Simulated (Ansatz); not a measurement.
# C₂H₄NOSi radical: up Jacob's ladder to CCSD(T)

Aim: compute C₂H₄NOSi radical with functionals from several rungs and with coupled cluster. The yardstick is the atomisation energy at the CCSD(T) limit.

Method: functionals in def2-TZVPP, the program's frozen cores in correlated methods; program: Ansatz 0.2.0, Gaussian basis.

Plan: LDA (SPW92), PBE-D4, revPBE-D4, BLYP-D4, r2SCAN-D4, B97M-V, PBE0-D4, B3LYP-D4, r2SCANh-D4, r2SCAN0-D4, HSE06-D4, BHLYP-D4, CAM-B3LYP-D4, LC-ωPBE, ωB97X-V, ωB97M-V, B2PLYP, PBE-QIDH; CCSD(T)/def2-SVP; CCSD(T)/def2-TZVPP; MP2/def2-QZVPP; extrapolation to the limit; RPA on PBE.

**1. Structure used throughout**

An earlier PBE0-D4 in a triple-zeta def2 set relaxation fixed the geometry.

SMILES `CO[SiH]C#N`, 9 atoms, charge 0, spin multiplicity 2.

Atoms are counted from 1 here; the program's logs count them from 0.

Bond lengths: C1–O2 1.415 Å, C1–H6 1.090 Å, C1–H7 1.093 Å, C1–H8 1.094 Å, O2–Si3 1.628 Å, Si3–C4 1.850 Å, Si3–H9 1.481 Å, C4–N5 1.155 Å. Angles: O2–C1–H6 107.7°, O2–C1–H7 110.7°, O2–C1–H8 111.3°, H6–C1–H7 108.9°, H6–C1–H8 109.1°, H7–C1–H8 109.1°, C1–O2–Si3 126.4°, O2–Si3–C4 109.4°, O2–Si3–H9 108.2°, C4–Si3–H9 109.4°, Si3–C4–N5 174.0°.

**2. LDA**

This LDA is Slater exchange with PW92 correlation.

in.yaml reads:

```yaml
crystal:
  periodic: [false, false, false]
  atoms:
    - {symbol: C, position_ang: [-1.064228, 0.451114, -0.837282]}
    - {symbol: O, position_ang: [-0.466840, 0.838533, 0.386085]}
    - {symbol: Si, position_ang: [1.048447, 0.496162, 0.873145]}
    - {symbol: C, position_ang: [1.426027, -1.277529, 0.508904]}
    - {symbol: N, position_ang: [1.716876, -2.345614, 0.180632]}
    - {symbol: H, position_ang: [-2.136822, 0.624009, -0.750722]}
    - {symbol: H, position_ang: [-0.673972, 1.050215, -1.664344]}
    - {symbol: H, position_ang: [-0.888747, -0.607944, -1.047441]}
    - {symbol: H, position_ang: [1.127757, 0.724755, 2.334025]}
basis:
  gaussian: {orbitals: def2-TZVPP}
magnetization: {spin_polarized: true, initial_magnetization: 1}
hamiltonian: {xc: lda}
output: {orbitals: {seedname: orbitals}}
```

Command:

```console
$ ansatz run in.yaml --threads 2 --pin off --events-out ev --progress --plain --max-ram 20480MiB --backend cpu
```

Further steps of the session: PBE-D4 (GGA); revPBE-D4 (GGA); BLYP-D4 (GGA); r2SCAN-D4 (meta-GGA); B97M-V (meta-GGA); PBE0-D4 (hybrid); B3LYP-D4 (hybrid); r2SCANh-D4 (hybrid); r2SCAN0-D4 (hybrid); HSE06-D4 (hybrid); BHLYP-D4 (hybrid); CAM-B3LYP-D4 (range-separated); LC-ωPBE (range-separated); ωB97X-V (range-separated); ωB97M-V (range-separated); B2PLYP (double hybrid); PBE-QIDH (double hybrid); CCSD(T) in def2-SVP; CCSD(T) in def2-TZVPP; MP2 in def2-QZVPP; RPA on PBE orbitals.

**Question.** What will the summary of the whole plan be? Wanted: atomisation energy, CCSD(T)/CBS; farthest beyond LDA; mean size of error, GGA; mean size of error, meta-GGA; mean size of error, hybrid; mean size of error, range-separated; mean size of error, double hybrid; gap, smallest and largest; T1 diagnostic.

**Answer**, as computed:

| quantity | value |
| --- | --- |
| atomisation energy, CCSD(T)/CBS | 3577.1 kJ/mol |
| functionals within 17.9 kJ/mol (0.5 %) | r2SCAN-D4, B97M-V, PBE0-D4, B3LYP-D4, HSE06-D4, LC-ωPBE, ωB97X-V, ωB97M-V, B2PLYP |
| farthest beyond LDA | BHLYP-D4 (-133.7 kJ/mol) |
| mean size of error, GGA | 62.1 kJ/mol |
| mean size of error, meta-GGA | 11.1 kJ/mol |
| mean size of error, hybrid | 45.1 kJ/mol |
| mean size of error, range-separated | 15.5 kJ/mol |
| mean size of error, double hybrid | 23.1 kJ/mol |
| gap, smallest and largest | 1.10 eV (LDA (SPW92)), 8.63 eV (LC-ωPBE) |
| T1 diagnostic | 0.0195 |
| triples share of the correlation energy | 4.3 % |

In words: The LDA atomisation energy is off by 563.5 kJ/mol (16 %): it overbinds. PBE-D4 is off by +119.1 kJ/mol. Double hybrids carry the basis error of their MP2 part in triple zeta, and no dispersion term here, so their miss is partly the set-up's. The rungs meta-GGA, range-separated miss on average by less than the doubt on the reference (17.9 kJ/mol), so they tie. The reference freezes the cores and leaves out relativity and excitations past (T), so misses under about 17.9 kJ/mol can't be ranked. Hartree-Fock recovers 70 % of the binding; the rest is correlation. CCSD(T) in def2-SVP is off by -225.2 kJ/mol, worse than the median functional, from the basis alone. The gap grows from 1.1 to 8.6 eV across the functionals, mostly with the share of exact exchange.
